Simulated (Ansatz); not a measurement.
Crystal: LiY3.

```
CELL_PARAMETERS angstrom
-2.36719 2.36719 5.32664
2.36719 -2.36719 5.32664
2.36719 2.36719 -5.32664
ATOMIC_POSITIONS crystal
Y 0.50000 0.50000 0.00000
Y 0.25000 0.75000 0.50000
Y 0.75000 0.25000 0.50000
Li 0.00000 0.00000 0.00000
```

The cell comes from a database or a generator and needn't be the stable form of this composition.

| Property | Result |
| --- | --- |
| Program | Ansatz 0.2.0 |
| Task | single point |
| Functional | PBE |
| Potentials or basis | Ansatz PAW |
| Cutoff | 420 eV (not typed: the program's choice for these potentials) |
| k mesh | 8 × 8 × 8 |
| Occupations | fermi-dirac, width 0.05 eV |
| Spin | no spin polarisation |

On this cell: pressure 0.0 GPa; largest force under 0.003 eV/Å; band gap on the k mesh none (metal or under the smearing width).

The same run follows on a disturbed copy (atoms moved at random, drawn with an rms of 0.05 Å):

```
Y Li
1.0
    -2.36719    2.36719    5.32664
     2.36719   -2.36719    5.32664
     2.36719    2.36719   -5.32664
Y Li
3 1
Direct
  0.50425 0.49030 0.99578
  0.23885 0.74168 0.48138
  0.73759 0.25237 0.49523
  0.00379 0.00360 0.00736
```

**Question.** What changes?

**Answer.** The energy (extrapolated to zero smearing) moves by +3.5 meV/atom; pressure 0.0 GPa; largest force 0.237 eV/Å; band gap on the k mesh none (metal or under the smearing width).

Forces in eV/Å, atoms in the order of the input:
```
Y    0.090 -0.069 -0.051
Y    0.213  0.081  0.020
Y   -0.228  0.048  0.046
Li  -0.075 -0.060 -0.015
```

Stress tensor (GPa, compression positive):
```
 0.17  0.02 -0.12
 0.02  0.06  0.02
-0.12  0.02 -0.12
```
